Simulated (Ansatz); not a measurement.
**Molecular dynamics of SiW₈C₈Cl₄**

The input (input.yaml):

```yaml
accuracy: low
crystal:
  lattice:
    - [5.78, 0.0, 0.0]
    - [-2.89, 5.005627, 0.0]
    - [0.0, 0.0, 17.2318]
  atoms:
    - { symbol: W, position: [0.0, 0.0, 0.0580322] }
    - { symbol: C, position: [0.3333284, 0.16668218, 0.1341298] }
    - { symbol: W, position: [7.71e-06, 6.388e-05, 0.22575389] }
    - { symbol: C, position: [0.33351314, 0.16665624, 0.29092712] }
    - { symbol: W, position: [0.0, 0.5, 0.0580322] }
    - { symbol: C, position: [0.33332823, 0.66666517, 0.13412698] }
    - { symbol: W, position: [-2.474e-05, 0.50003994, 0.22575207] }
    - { symbol: C, position: [0.33317418, 0.66652705, 0.29092171] }
    - { symbol: W, position: [0.5, 0.0, 0.0580322] }
    - { symbol: C, position: [0.83332714, 0.16667758, 0.1341262] }
    - { symbol: W, position: [0.49998697, 2.974e-05, 0.22575599] }
    - { symbol: C, position: [0.83334282, 0.16671958, 0.29091928] }
    - { symbol: W, position: [0.5, 0.5, 0.0580322] }
    - { symbol: C, position: [0.83331784, 0.66667268, 0.13413675] }
    - { symbol: W, position: [0.49998755, 0.50003607, 0.22573881] }
    - { symbol: C, position: [0.83338413, 0.66690567, 0.29092922] }
    - { symbol: Si, position: [0.50920863, 0.47810376, 0.55344218] }
    - { symbol: Cl, position: [0.18116872, 0.47569053, 0.51173705] }
    - { symbol: Cl, position: [0.51023348, 0.14761512, 0.51564546] }
    - { symbol: Cl, position: [0.83791913, 0.80484779, 0.51254607] }
    - { symbol: Cl, position: [0.50755573, 0.48378189, 0.67220683] }
basis:
  ecutwfc: 420.0
kpoints:
  mp_grid: { grid: [2, 2, 1] }
hamiltonian:
  xc: pbe
  pseudopotentials: { kind: paw, azcp: { folder: soft_1 } }
scf:
  occupations: { method: fermi_dirac, width: 0.1 }
  lower_state_search: "off"
md:
  timestep: 1
  n_steps: 200
  ensemble: nvt_langevin
  temperature: 700.0
  initial_velocities: maxwell_boltzmann
  seed: 541942
  friction: 0.005
  constraints: [{ sites: [0, 4, 8, 12] }]
```

Launched with:

```bash
$ ansatz run input.yaml --threads 2 --pin off --max-ram 5120MiB --backend cpu --events-out ev --progress --plain --runs-dir out
```

It starts from a relaxed structure.

Output, in part (step lines):

```
md step     0: t =     0.00 fs  T =   700.0 K  F+E_penalty+E_count = -90040.31240129 eV  E_kin = 1.538194 eV  (13 SCF iters)
md step     1: t =     1.00 fs  T =   664.4 K  F+E_penalty+E_count = -90040.29863367 eV  E_kin = 1.460062 eV  (9 SCF iters)
md step     2: t =     2.00 fs  T =   587.1 K  F+E_penalty+E_count = -90040.25839593 eV  E_kin = 1.290125 eV  (9 SCF iters)
md step     3: t =     3.00 fs  T =   557.1 K  F+E_penalty+E_count = -90040.19530171 eV  E_kin = 1.224131 eV  (9 SCF iters)
md step     4: t =     4.00 fs  T =   526.3 K  F+E_penalty+E_count = -90040.11131987 eV  E_kin = 1.156558 eV  (9 SCF iters)
md step     5: t =     5.00 fs  T =   490.4 K  F+E_penalty+E_count = -90040.01039477 eV  E_kin = 1.077509 eV  (6 SCF iters)
md step     6: t =     6.00 fs  T =   476.7 K  F+E_penalty+E_count = -90039.89570710 eV  E_kin = 1.047547 eV  (6 SCF iters)
md step     7: t =     7.00 fs  T =   417.7 K  F+E_penalty+E_count = -90039.77397243 eV  E_kin = 0.917830 eV  (6 SCF iters)
[... lines left out ...]
md step   200: t =   200.00 fs  T =   760.2 K  F+E_penalty+E_count = -90039.20453652 eV  E_kin = 1.670536 eV  (8 SCF iters)
```

The steps, from the saved trajectory:

| time (fs) | T (K) | potential energy less start (eV) |
| --- | --- | --- |
| 0 | 700 | 0.000 |
| 6 | 477 | 0.417 |
| 12 | 185 | 0.954 |
| 18 | 327 | 0.682 |
| 24 | 457 | 0.361 |
| 30 | 399 | 0.503 |
| 36 | 263 | 0.713 |
| 42 | 300 | 0.752 |
| 48 | 401 | 0.707 |
| 54 | 400 | 0.672 |
| 60 | 417 | 0.618 |
| 66 | 422 | 0.593 |
| 72 | 374 | 0.696 |
| 78 | 330 | 0.817 |
| 84 | 316 | 0.859 |
| 90 | 437 | 0.711 |
| 96 | 502 | 0.578 |
| 102 | 475 | 0.705 |
| 108 | 358 | 0.939 |
| 114 | 394 | 0.885 |
| 120 | 555 | 0.652 |
| 126 | 527 | 0.840 |
| 132 | 403 | 1.249 |
| 138 | 380 | 1.283 |
| 144 | 541 | 1.040 |
| 150 | 587 | 0.937 |
| 156 | 593 | 1.069 |
| 162 | 577 | 1.253 |
| 168 | 528 | 1.271 |
| 174 | 594 | 1.288 |
| 180 | 515 | 1.459 |
| 186 | 594 | 1.285 |
| 192 | 858 | 0.764 |
| 198 | 849 | 0.865 |

The run went to its last step. The mean temperature of the second half is 21 % below the set value. A run of 0.2 ps of so small a system gives no equilibrium averages. Limits of this set-up: coarse k mesh, slab without dipole correction, no dispersion correction for a molecule that may bind weakly, low accuracy level.

Mean squared displacements from the first frame to the last: W 0.00 Å², C 0.02 Å², Si 0.31 Å², Cl 0.40 Å².

Last frame:

```xyz
21
Lattice="5.7800 0.0000 0.0000 -2.8900 5.0056 0.0000 0.0000 0.0000 17.2318" Properties=species:S:1:pos:R:3
W 0.000 0.000 1.000
C 1.425 0.895 2.251
W -0.011 0.025 3.940
C 1.311 1.008 4.991
W -1.445 2.503 1.000
C -0.005 3.509 2.363
W -1.434 2.560 3.933
C 0.148 3.568 4.999
W 2.890 0.000 1.000
C 4.343 0.907 2.298
W 2.893 0.105 3.864
C 4.314 0.826 5.118
W 1.445 2.503 1.000
C 2.930 3.351 2.311
W 1.490 2.599 3.942
C 2.821 3.406 5.019
Si 1.032 2.408 9.371
Cl -0.926 2.189 8.852
Cl 1.974 0.636 9.052
Cl 2.056 3.749 8.252
Cl 1.417 2.829 11.326
```

Time of the run: 18 min on 2 threads of Arm Neoverse V2, with other jobs on the host, peak memory 1.1 GiB.
